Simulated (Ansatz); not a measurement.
**C₄H₃F₃: small, medium and large basis sets**

How large a basis does C₄H₃F₃ need? Two functionals are run in growing sets.

Computed with Ansatz 0.2.0, Gaussian basis. Level: one geometry, several basis sets.

Levels to be run: PBE0-D4/def2-SVP; ωB97M-V/def2-SVP; PBE0-D4/def2-QZVPP; ωB97M-V/def2-QZVPP; the functionals' def2-TZVPP values are taken from earlier runs.

## 1. Structure used throughout

All runs share one geometry, relaxed beforehand with PBE0-D4 in a triple-zeta def2 set.

SMILES `C=C(F)C=C(F)F`, 10 atoms, charge 0, spin multiplicity 1.

Atoms are counted from 1 here; the program's logs count them from 0.

Bond lengths: C1–C2 1.328 Å, C1–H8 1.081 Å, C1–H9 1.080 Å, C2–F3 1.340 Å, C2–C4 1.444 Å, C4–C5 1.327 Å, C4–H10 1.081 Å, C5–F6 1.304 Å, C5–F7 1.313 Å. Angles: C2–C1–H8 120.6°, C2–C1–H9 120.1°, H8–C1–H9 119.3°, C1–C2–F3 119.5°, C1–C2–C4 125.6°, F3–C2–C4 115.0°, C2–C4–C5 126.7°, C2–C4–H10 117.3°, C5–C4–H10 116.0°, C4–C5–F6 127.1°, C4–C5–F7 122.8°, F6–C5–F7 110.1°.

As a file:

```csv
atom,x (Å),y (Å),z (Å)
C1,-0.6580,-1.3544,-1.1541
C2,-0.2882,-0.6958,-0.0623
F3,-0.4312,-1.2752,1.1374
C4,0.2748,0.6340,-0.0336
C5,0.6517,1.3122,1.0424
F6,0.5897,0.9162,2.2832
F7,1.1565,2.5222,0.9805
H8,-1.0717,-2.3503,-1.0831
H9,-0.5472,-0.8967,-2.1263
H10,0.4066,1.1367,-0.9813
```

## 2. PBE0-D4 in def2-SVP

Input file in.yaml:

```yaml
crystal:
  periodic: [false, false, false]
  atoms:
    - {symbol: C, position_ang: [-0.657969, -1.354356, -1.154065]}
    - {symbol: C, position_ang: [-0.288195, -0.695770, -0.062321]}
    - {symbol: F, position_ang: [-0.431224, -1.275242, 1.137416]}
    - {symbol: C, position_ang: [0.274806, 0.634015, -0.033577]}
    - {symbol: C, position_ang: [0.651694, 1.312174, 1.042388]}
    - {symbol: F, position_ang: [0.589713, 0.916171, 2.283223]}
    - {symbol: F, position_ang: [1.156538, 2.522161, 0.980541]}
    - {symbol: H, position_ang: [-1.071722, -2.350252, -1.083083]}
    - {symbol: H, position_ang: [-0.547201, -0.896714, -2.126297]}
    - {symbol: H, position_ang: [0.406557, 1.136714, -0.981325]}
basis:
  gaussian: {orbitals: def2-SVP}
hamiltonian: {xc: pbe0, dispersion: d4}
output: {orbitals: {seedname: orbitals}}
```

On the command line:

```console
ansatz run in.yaml --threads 4 --pin off --events-out ev --progress --plain --max-ram 10444MiB
```

Further steps of the session: ωB97M-V in def2-SVP; PBE0-D4 in def2-QZVPP; ωB97M-V in def2-QZVPP.

**Question.** What will the summary of the whole plan be? Wanted: PBE0-D4: double and triple zeta above quadruple; ωB97M-V: double and triple zeta above quadruple.

**Answer**, as computed:

| quantity | value |
| --- | --- |
| PBE0-D4: double and triple zeta above quadruple | 15.15, 0.63 eV |
| ωB97M-V: double and triple zeta above quadruple | 15.50, 0.59 eV |

In words: PBE0-D4 gains 14.52 eV from double to triple zeta, then 0.63 eV more. These are total energies; as a rule much of such shifts cancels in differences, which this series doesn't test.
